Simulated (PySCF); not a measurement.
**SbOH: one geometry, several methods**

Aim: at the PBE0 minimum of singlet SbOH, found before, compare methods on energies and levels.

The runs use PySCF 2.14.0; several methods, basis Sb def2-TZVP with ECP28, O def2-TZVP, H def2-TZVP, scalar-relativistic core potentials, no spin–orbit coupling, density fitting.

**1. The starting structure**

3 atoms, charge 0, spin multiplicity 1.

Bond lengths: Sb1–O2 1.809 Å, Sb1–H3 1.750 Å. Angles: O2–Sb1–H3 100.0°.

Coordinates in bohr (charge 0 multiplicity 1):
```
Sb    0.2827    0.0000   -0.2710
O    -2.3152    0.0000    1.9505
H     2.8368    0.0000    1.8294
```

**2. Real-space pictures of the lowest minimum**

The plane holds Sb1 at (0.00, 0.00), O2 at (1.81, 0.00), H3 at (-0.30, 1.72) Å. Columns run from x = -2.25 to 4.05 Å, rows from y = 4.05 (top) to -1.95 Å, in steps of 0.3 Å. Electrons inside core potentials are absent.

Density (cut at 5 e/Å³):

Ten steps from '0' (0.000 e/Å³) to '9' (5.000 e/Å³), finer at the low end (step k begins (100^(k/10) - 1)/99 of the way up):
```
0000000000000000000000
0000000000000000000000
0000000000000000000000
0000000000000000000000
0000000000000000000000
0000112211000000000000
0000133431100000000000
0001246642100000000000
0001357753210000000000
0001356653211111000000
0001345654333332100000
0012356776445665310000
0012469999667997521000
0013579999779999631000
0013579999779999631000
0013469999667997521000
0012356776445665310000
0011334544333332100000
0001123332211111000000
0000111111100000000000
0000000000000000000000
```

ELF (0 where the density is under 0.005 e/Å³):

Ten even steps from '0' (0.00) to '9' (1.00):
```
0000000000000000000000
0000000000000000000000
0000000000000000000000
0000088880000000000000
0007999999600000000000
0069999999710000000000
0089999999710000000000
0289999999600000000000
0159999999400011100000
0026999997201244310000
0013576543214676531000
0013432221146888752000
0245425775158889863100
2467437117257118863100
4788537117257118863100
5788624775158888863100
6899852332236888752000
5899986543224676531000
0799999875211344310000
0589999874100122100000
0058888752000000000000
```

Highest occupied orbital at -7.26 eV (sign arbitrary; one member if degenerate):

Ten even steps from '0' (-1.18 Å^-3/2) to '9' (1.23 Å^-3/2):
```
4444444444444444444444
4444444444444444444444
4444444444444444444444
4444444444444444444444
4444444444444444444444
4444444444444444444444
4444443344444444444444
4444433334444445444444
4444432234444555554444
4444433334445555555444
4444444344455555555544
4444444444455666555544
4555555554456787555544
5555555544445796555444
5555554355442014554444
5555555455432113444444
5555555555443333444444
5555555555444344444444
5555555555444444444444
4555555555444444444444
4555555555444444444444
```

Values on the line from Sb1 (at 0) through O2 (at 1.809 Å):

```
distance (Å)  density (e/Å³)    ELF  electrostatic potential (V)
        0.72            2.31  0.251                         49.1
        0.90            1.22  0.219                         26.4
        1.09            1.52  0.631                         19.5
        1.27             2.7  0.784                         30.1
        1.45            4.99  0.577                         82.1
        1.63            15.9  0.152                          304
        1.90             144  0.984                          824
        2.08             7.4  0.267                          145
        2.26            3.69  0.843                         40.7
        2.44            1.53  0.873                           11
        2.62           0.597   0.83                         1.63
        2.80           0.241  0.729                        -1.37
```

Making the fields took under 0.5 s on 2 threads of Arm Neoverse V2, shared host.

**3. PBE0**

One driver script runs all steps and calls PySCF; scf.py shows the equivalent input of each level. Each SCF starts from the density of the minimum. The driver also runs the species with one electron less or more at the same geometry; their logs are not shown.

The input, scf.py:

```python
from pyscf import gto, scf, dft
mol = gto.M(atom='''
Sb     0.149603     0.000000    -0.143399
O     -1.225167     0.000000     1.032165
H      1.501156     0.000000     0.968067''',
    basis={'Sb': 'def2-TZVP', 'O': 'def2-TZVP', 'H': 'def2-TZVP'},
    ecp={'Sb': 'def2-TZVP'},
    charge=0, spin=0)
mf = dft.RKS(mol, xc='PBE0')
mf.grids.atom_grid = (75, 302)
aux = {'Sb': 'def2-universal-JKFIT', 'O': 'def2-universal-JKFIT', 'H': 'def2-universal-JKFIT'}
mf = mf.density_fit(auxbasis=aux)
mf.conv_tol = 1e-08
mf.diis_space = 10
mf.max_cycle = 60
mf.verbose = 4
mf.kernel()
```

The run is started by

```sh
OMP_NUM_THREADS=2 python axn.py task.json out
```

What it wrote:

```text
init E= -315.979342619223
  HOMO = -0.266756146305021  LUMO = -0.12929253060814  gap/eV = 3.74058
cycle= 1 E= -315.979342619214  delta_E= 8.75e-12  |g|= 7.19e-06  |ddm|= 9.94e-06
  HOMO = -0.266755063754193  LUMO = -0.129292522791413  gap/eV = 3.74055
Extra cycle  E= -315.979342619128  delta_E= 8.58e-11  |g|= 2.17e-05  |ddm|= 1.81e-05
converged SCF energy = -315.979342619128
```

This level, with the species of one electron less or more, took 1.5 s.

```
energy                        : -315.979343 Eh
one electron less (charge +1) : -315.634168 Eh (doublet, ⟨S²⟩ 0.77)
one electron more (charge -1) : -316.031332 Eh (doublet, ⟨S²⟩ 0.76)
Mulliken charge of Sb1        : +0.65 e
```

**4. HF**

Changes to scf.py since step 3:

```diff
@@ -9,2 +9 @@
-mf = dft.RKS(mol, xc='PBE0')
-mf.grids.atom_grid = (75, 302)
+mf = scf.RHF(mol)
```

What it wrote:

```text
init E= -314.645600904111
  HOMO = -0.369387970007637  LUMO = -0.014645293097665  gap/eV = 9.65304
cycle= 1 E= -314.663591264148  delta_E= -0.018  |g|= 0.0725  |ddm|= 0.446
  HOMO = -0.375237536525198  LUMO = -0.0201176501508442  gap/eV = 9.66330
cycle= 2 E= -314.664441844609  delta_E= -0.000851  |g|= 0.0572  |ddm|= 0.116
  HOMO = -0.379345595356025  LUMO = -0.0213430260377443  gap/eV = 9.74175
cycle= 3 E= -314.66508981668  delta_E= -0.000648  |g|= 0.0183  |ddm|= 0.0441
  HOMO = -0.379255734697718  LUMO = -0.0207698855051071  gap/eV = 9.75490
cycle= 4 E= -314.665189829896  delta_E= -0.0001  |g|= 0.00276  |ddm|= 0.0275
  HOMO = -0.379359202754983  LUMO = -0.0208077991739586  gap/eV = 9.75668
cycle= 5 E= -314.665196721261  delta_E= -6.89e-06  |g|= 0.0014  |ddm|= 0.00666
  HOMO = -0.379275239356108  LUMO = -0.0208026597464475  gap/eV = 9.75454
cycle= 6 E= -314.665199085239  delta_E= -2.36e-06  |g|= 0.00082  |ddm|= 0.00319
  HOMO = -0.379163621473822  LUMO = -0.0208401932891356  gap/eV = 9.75048
cycle= 7 E= -314.665200402633  delta_E= -1.32e-06  |g|= 0.00038  |ddm|= 0.00302
  HOMO = -0.379116595801971  LUMO = -0.020895915989442  gap/eV = 9.74768
cycle= 8 E= -314.665200631938  delta_E= -2.29e-07  |g|= 9e-05  |ddm|= 0.00159
  HOMO = -0.379102101093526  LUMO = -0.0209013671187712  gap/eV = 9.74714
cycle= 9 E= -314.665200640429  delta_E= -8.49e-09  |g|= 2.85e-05  |ddm|= 0.000244
  HOMO = -0.379101780129012  LUMO = -0.0209030380445014  gap/eV = 9.74708
Extra cycle  E= -314.665200640989  delta_E= -5.6e-10  |g|= 1.49e-05  |ddm|= 5.06e-05
converged SCF energy = -314.665200640989
```

This level, with the species of one electron less or more, took 0.9 s.

```
energy                        : -314.665201 Eh
one electron less (charge +1) : -314.382289 Eh (doublet, ⟨S²⟩ 0.78)
one electron more (charge -1) : -314.710034 Eh (doublet, ⟨S²⟩ 0.79)
Mulliken charge of Sb1        : +0.83 e
```

**5. PBE**

Changes to scf.py since step 4:

```diff
@@ -9 +9,2 @@
-mf = scf.RHF(mol)
+mf = dft.RKS(mol, xc='PBE')
+mf.grids.atom_grid = (75, 302)
```

What it wrote:

```text
init E= -315.982222506454
  HOMO = -0.209317397945622  LUMO = -0.15618778038008  gap/eV = 1.44573
cycle= 1 E= -315.97952368652  delta_E= 0.0027  |g|= 0.143  |ddm|= 0.261
  HOMO = -0.238712654275108  LUMO = -0.161539317235292  gap/eV = 2.09999
cycle= 2 E= -315.876778018284  delta_E= 0.103  |g|= 0.696  |ddm|= 0.527
  HOMO = -0.217698241857605  LUMO = -0.15669019538139  gap/eV = 1.66011
cycle= 3 E= -315.983705522893  delta_E= -0.107  |g|= 0.0644  |ddm|= 0.382
  HOMO = -0.215549712243373  LUMO = -0.157071324628067  gap/eV = 1.59128
cycle= 4 E= -315.98482867382  delta_E= -0.00112  |g|= 0.00516  |ddm|= 0.053
  HOMO = -0.215527065328473  LUMO = -0.157015880314997  gap/eV = 1.59217
cycle= 5 E= -315.984833642362  delta_E= -4.97e-06  |g|= 0.00222  |ddm|= 0.00341
  HOMO = -0.21556516526956  LUMO = -0.157001176773989  gap/eV = 1.59361
cycle= 6 E= -315.984834856886  delta_E= -1.21e-06  |g|= 0.000325  |ddm|= 0.00153
  HOMO = -0.215577340875825  LUMO = -0.157015974225036  gap/eV = 1.59354
cycle= 7 E= -315.984834876552  delta_E= -1.97e-08  |g|= 0.000136  |ddm|= 0.000347
  HOMO = -0.215583962957677  LUMO = -0.157016380070583  gap/eV = 1.59371
cycle= 8 E= -315.984834880819  delta_E= -4.27e-09  |g|= 2.25e-05  |ddm|= 9.2e-05
  HOMO = -0.215588468309058  LUMO = -0.157017434342677  gap/eV = 1.59380
Extra cycle  E= -315.984834877643  delta_E= 3.18e-09  |g|= 0.000122  |ddm|= 9.27e-05
converged SCF energy = -315.984834877643
```

This level, with the species of one electron less or more, took 3.4 s.

```
energy                        : -315.984835 Eh
one electron less (charge +1) : -315.640541 Eh (doublet, ⟨S²⟩ 0.76)
one electron more (charge -1) : -316.029595 Eh (doublet, ⟨S²⟩ 0.75)
Mulliken charge of Sb1        : +0.61 e
```

**6. B3LYP**

Changes to scf.py since step 5:

```diff
@@ -9 +9 @@
-mf = dft.RKS(mol, xc='PBE')
+mf = dft.RKS(mol, xc='B3LYP')
```

What it wrote:

```text
init E= -316.142150244111
  HOMO = -0.259363951769494  LUMO = -0.136883492226865  gap/eV = 3.33286
cycle= 1 E= -316.1428723283  delta_E= -0.000722  |g|= 0.0364  |ddm|= 0.151
  HOMO = -0.253820440020611  LUMO = -0.13609723629768  gap/eV = 3.20341
cycle= 2 E= -316.140574423031  delta_E= 0.0023  |g|= 0.111  |ddm|= 0.0802
  HOMO = -0.260093535564579  LUMO = -0.13795714006211  gap/eV = 3.32350
cycle= 3 E= -316.143013204646  delta_E= -0.00244  |g|= 0.0182  |ddm|= 0.0723
  HOMO = -0.259379926299108  LUMO = -0.137571103520543  gap/eV = 3.31459
cycle= 4 E= -316.143089335522  delta_E= -7.61e-05  |g|= 0.00283  |ddm|= 0.0124
  HOMO = -0.259278674290616  LUMO = -0.137602911629735  gap/eV = 3.31097
cycle= 5 E= -316.143091122423  delta_E= -1.79e-06  |g|= 0.00036  |ddm|= 0.00251
  HOMO = -0.25927342004006  LUMO = -0.137593284098322  gap/eV = 3.31109
cycle= 6 E= -316.14309113963  delta_E= -1.72e-08  |g|= 0.000186  |ddm|= 0.000275
  HOMO = -0.259280262903726  LUMO = -0.137595321676027  gap/eV = 3.31122
cycle= 7 E= -316.143091147441  delta_E= -7.81e-09  |g|= 2.22e-05  |ddm|= 0.00013
  HOMO = -0.259286754523732  LUMO = -0.137596785265934  gap/eV = 3.31135
Extra cycle  E= -316.143091146569  delta_E= 8.72e-10  |g|= 6.92e-05  |ddm|= 5.75e-05
converged SCF energy = -316.143091146569
```

This level, with the species of one electron less or more, took 2.8 s on 2 threads of Arm Neoverse V2, shared host.

```
energy                        : -316.143091 Eh
one electron less (charge +1) : -315.794674 Eh (doublet, ⟨S²⟩ 0.77)
one electron more (charge -1) : -316.193813 Eh (doublet, ⟨S²⟩ 0.76)
Mulliken charge of Sb1        : +0.69 e
```

**7. r2SCAN**

Changes to scf.py since step 6:

```diff
@@ -9,2 +9,2 @@
-mf = dft.RKS(mol, xc='B3LYP')
-mf.grids.atom_grid = (75, 302)
+mf = dft.RKS(mol, xc='R2SCAN')
+mf.grids.atom_grid = (90, 434)
```

What it wrote:

```text
init E= -316.114883847401
  HOMO = -0.226575725152497  LUMO = -0.157400931747603  gap/eV = 1.88234
cycle= 1 E= -316.115326540162  delta_E= -0.000443  |g|= 0.0468  |ddm|= 0.168
  HOMO = -0.236098820425195  LUMO = -0.158268900586194  gap/eV = 2.11786
cycle= 2 E= -316.104085346192  delta_E= 0.0112  |g|= 0.228  |ddm|= 0.182
  HOMO = -0.227301096968628  LUMO = -0.156001675990218  gap/eV = 1.94016
cycle= 3 E= -316.115846656998  delta_E= -0.0118  |g|= 0.0165  |ddm|= 0.131
  HOMO = -0.22734445113143  LUMO = -0.156569021184044  gap/eV = 1.92590
cycle= 4 E= -316.115916737326  delta_E= -7.01e-05  |g|= 0.00233  |ddm|= 0.0141
  HOMO = -0.227216547836644  LUMO = -0.156511841635222  gap/eV = 1.92397
cycle= 5 E= -316.115918011763  delta_E= -1.27e-06  |g|= 0.000367  |ddm|= 0.00202
  HOMO = -0.227214232688333  LUMO = -0.156506731315535  gap/eV = 1.92405
cycle= 6 E= -316.115918043059  delta_E= -3.13e-08  |g|= 9.21e-05  |ddm|= 0.000285
  HOMO = -0.227219702574146  LUMO = -0.156509436279453  gap/eV = 1.92412
cycle= 7 E= -316.11591804505  delta_E= -1.99e-09  |g|= 9.81e-06  |ddm|= 6.59e-05
  HOMO = -0.227220204648908  LUMO = -0.156509090438423  gap/eV = 1.92415
Extra cycle  E= -316.115918045021  delta_E= 2.95e-11  |g|= 1.51e-05  |ddm|= 2.59e-05
converged SCF energy = -316.115918045021
```

This level, with the species of one electron less or more, took 8.5 s.

| Property | Result |
| --- | --- |
| energy | -316.115918 Eh |
| one electron less (charge +1) | -315.770810 Eh (doublet, ⟨S²⟩ 0.77) |
| one electron more (charge -1) | -316.168053 Eh (doublet, ⟨S²⟩ 0.76) |
| Mulliken charge of Sb1 | +0.67 e |

**8. TPSSh**

Changes to scf.py since step 7:

```diff
@@ -9 +9 @@
-mf = dft.RKS(mol, xc='R2SCAN')
+mf = dft.RKS(mol, xc='TPSSH')
```

What it wrote:

```text
init E= -315.97942125384
  HOMO = -0.240809949127318  LUMO = -0.144308257916524  gap/eV = 2.62594
cycle= 1 E= -315.979856712765  delta_E= -0.000435  |g|= 0.0312  |ddm|= 0.0917
  HOMO = -0.246715589130861  LUMO = -0.14653427578363  gap/eV = 2.72607
cycle= 2 E= -315.977374954549  delta_E= 0.00248  |g|= 0.11  |ddm|= 0.0973
  HOMO = -0.241478671672116  LUMO = -0.14464013236066  gap/eV = 2.63511
cycle= 3 E= -315.980076737428  delta_E= -0.0027  |g|= 0.0132  |ddm|= 0.0664
  HOMO = -0.241537745296938  LUMO = -0.144186473619026  gap/eV = 2.64906
cycle= 4 E= -315.98010003298  delta_E= -2.33e-05  |g|= 0.00499  |ddm|= 0.0168
  HOMO = -0.241413481654579  LUMO = -0.14427606385583  gap/eV = 2.64324
cycle= 5 E= -315.980106027191  delta_E= -5.99e-06  |g|= 0.000355  |ddm|= 0.00404
  HOMO = -0.241410835806096  LUMO = -0.144281981329566  gap/eV = 2.64301
cycle= 6 E= -315.980106040859  delta_E= -1.37e-08  |g|= 0.000171  |ddm|= 0.000407
  HOMO = -0.241410069666998  LUMO = -0.144278406685824  gap/eV = 2.64309
cycle= 7 E= -315.980106048009  delta_E= -7.15e-09  |g|= 2.12e-05  |ddm|= 0.000137
  HOMO = -0.241415729798273  LUMO = -0.144280067384258  gap/eV = 2.64320
Extra cycle  E= -315.980106046781  delta_E= 1.23e-09  |g|= 7.87e-05  |ddm|= 5.95e-05
converged SCF energy = -315.980106046781
```

This level, with the species of one electron less or more, took 8.1 s.

```
energy                        : -315.980106 Eh
one electron less (charge +1) : -315.635494 Eh (doublet, ⟨S²⟩ 0.77)
one electron more (charge -1) : -316.028844 Eh (doublet, ⟨S²⟩ 0.75)
Mulliken charge of Sb1        : +0.66 e
```

**9. M06-L**

Changes to scf.py since step 8:

```diff
@@ -9 +9 @@
-mf = dft.RKS(mol, xc='TPSSH')
+mf = dft.RKS(mol, xc='M06L')
```

What it wrote:

```text
init E= -316.214859358265
  HOMO = -0.22331772367799  LUMO = -0.147637118290007  gap/eV = 2.05937
cycle= 1 E= -316.2173943518  delta_E= -0.00253  |g|= 0.0534  |ddm|= 0.314
  HOMO = -0.210341323764336  LUMO = -0.145414034151379  gap/eV = 1.76676
cycle= 2 E= -316.208168489862  delta_E= 0.00923  |g|= 0.208  |ddm|= 0.164
  HOMO = -0.221104978692718  LUMO = -0.148381761119314  gap/eV = 1.97890
cycle= 3 E= -316.217741858489  delta_E= -0.00957  |g|= 0.0333  |ddm|= 0.144
  HOMO = -0.220355739186378  LUMO = -0.147779282793604  gap/eV = 1.97491
cycle= 4 E= -316.218007449324  delta_E= -0.000266  |g|= 0.00581  |ddm|= 0.0349
  HOMO = -0.220275722892044  LUMO = -0.147824126658929  gap/eV = 1.97151
cycle= 5 E= -316.218014607893  delta_E= -7.16e-06  |g|= 0.000684  |ddm|= 0.00613
  HOMO = -0.220153925891452  LUMO = -0.147736448305462  gap/eV = 1.97058
cycle= 6 E= -316.218014672634  delta_E= -6.47e-08  |g|= 0.000304  |ddm|= 0.00149
  HOMO = -0.220176656597275  LUMO = -0.147763925707274  gap/eV = 1.97045
cycle= 7 E= -316.21801469399  delta_E= -2.14e-08  |g|= 7.57e-05  |ddm|= 0.000527
  HOMO = -0.220177619918235  LUMO = -0.147760079008521  gap/eV = 1.97058
cycle= 8 E= -316.218014695672  delta_E= -1.68e-09  |g|= 2.63e-05  |ddm|= 0.000125
  HOMO = -0.220169666938542  LUMO = -0.147756533309362  gap/eV = 1.97046
Extra cycle  E= -316.218014692201  delta_E= 3.47e-09  |g|= 0.000127  |ddm|= 9.38e-05
converged SCF energy = -316.218014692201
```

This level, with the species of one electron less or more, took 8.5 s.

- energy: -316.218015 Eh
- one electron less (charge +1): -315.878539 Eh (doublet, ⟨S²⟩ 0.77)
- one electron more (charge -1): -316.257526 Eh (doublet, ⟨S²⟩ 0.76)
- Mulliken charge of Sb1: +0.75 e

**10. M06**

Changes to scf.py since step 9:

```diff
@@ -9 +9 @@
-mf = dft.RKS(mol, xc='M06L')
+mf = dft.RKS(mol, xc='M06')
```

What it wrote:

```text
init E= -316.094390588851
  HOMO = -0.266053106901595  LUMO = -0.127637595557381  gap/eV = 3.76648
cycle= 1 E= -316.093678288559  delta_E= 0.000712  |g|= 0.116  |ddm|= 0.237
  HOMO = -0.239114337396582  LUMO = -0.121341303587347  gap/eV = 3.20477
cycle= 2 E= -316.059005356828  delta_E= 0.0347  |g|= 0.421  |ddm|= 0.308
  HOMO = -0.262514485457878  LUMO = -0.127717657034992  gap/eV = 3.66801
cycle= 3 E= -316.096458708037  delta_E= -0.0375  |g|= 0.0123  |ddm|= 0.246
  HOMO = -0.262310792472867  LUMO = -0.127366007317217  gap/eV = 3.67203
cycle= 4 E= -316.09649486892  delta_E= -3.62e-05  |g|= 0.00318  |ddm|= 0.016
  HOMO = -0.262263107124522  LUMO = -0.127375491251854  gap/eV = 3.67048
cycle= 5 E= -316.09649651439  delta_E= -1.65e-06  |g|= 0.000855  |ddm|= 0.00272
  HOMO = -0.262272554717573  LUMO = -0.127373743113299  gap/eV = 3.67078
cycle= 6 E= -316.096496646498  delta_E= -1.32e-07  |g|= 0.000234  |ddm|= 0.000626
  HOMO = -0.2622920989077  LUMO = -0.127382399379709  gap/eV = 3.67108
cycle= 7 E= -316.096496658323  delta_E= -1.18e-08  |g|= 3.82e-05  |ddm|= 0.000227
  HOMO = -0.262292577327994  LUMO = -0.127380471611076  gap/eV = 3.67115
cycle= 8 E= -316.09649665865  delta_E= -3.27e-10  |g|= 1.01e-05  |ddm|= 5.21e-05
  HOMO = -0.262290397937697  LUMO = -0.127380581164211  gap/eV = 3.67108
Extra cycle  E= -316.096496658413  delta_E= 2.37e-10  |g|= 3.56e-05  |ddm|= 2.94e-05
converged SCF energy = -316.096496658413
```

This level, with the species of one electron less or more, took 8.3 s on 2 threads of Arm Neoverse V2, shared host.

```
energy                        : -316.096497 Eh
one electron less (charge +1) : -315.751676 Eh (doublet, ⟨S²⟩ 0.77)
one electron more (charge -1) : -316.139667 Eh (doublet, ⟨S²⟩ 0.76)
Mulliken charge of Sb1        : +0.69 e
```

**11. All levels side by side**

| level | atomisation energy (kJ/mol) | vertical ionisation energy (eV) | vertical electron affinity (eV) | −ε(HOMO) (eV) | gap (eV) | dipole (D) | wall time |
| --- | --- | --- | --- | --- | --- | --- | --- |
| PBE0 | 622 | 9.39 | 1.41 | 7.26 | 3.74 | 3.70 | 1.5 s |
| HF | 190 | 7.70 | 1.22 | 10.32 | 9.75 | 4.52 | 0.9 s |
| PBE | 704 | 9.37 | 1.22 | 5.87 | 1.59 | 3.38 | 3.4 s |
| B3LYP | 659 | 9.48 | 1.38 | 7.06 | 3.31 | 3.71 | 2.8 s |
| r2SCAN | 649 | 9.39 | 1.42 | 6.18 | 1.92 | 3.49 | 8.5 s |
| TPSSh | 653 | 9.38 | 1.33 | 6.57 | 2.64 | 3.51 | 8.1 s |
| M06-L | 690 | 9.24 | 1.08 | 5.99 | 1.97 | 3.60 | 8.5 s |
| M06 | 699 | 9.38 | 1.17 | 7.14 | 3.67 | 3.89 | 8.3 s |

Times are for 2 threads of Arm Neoverse V2, shared host; PBE0 starts from its own converged density, so its time is not comparable. A dash stands where a species or a free atom was not run at that level, or the quantity is not defined.

Atomisation goes to high-spin atoms in their ground configurations, run at the same level, without zero-point energy.

**12. Summary of results**

| quantity | value |
| --- | --- |
| atomisation energy, range | 190 (HF) to 704 (PBE) kJ/mol |
| vertical ionisation energy, range | 7.70 (HF) to 9.48 (B3LYP) eV |
| vertical electron affinity, range | 1.08 (M06-L) to 1.42 (r2SCAN) eV |
| orbital gap, range | 1.59 (PBE) to 9.75 (HF) eV |

The atomisation energy spreads over 513 kJ/mol, from HF to PBE; without a CCSD(T) value for it there is no yardstick here. Without diffuse functions electron affinities tend to come out too low.  Spin–orbit coupling is left out.
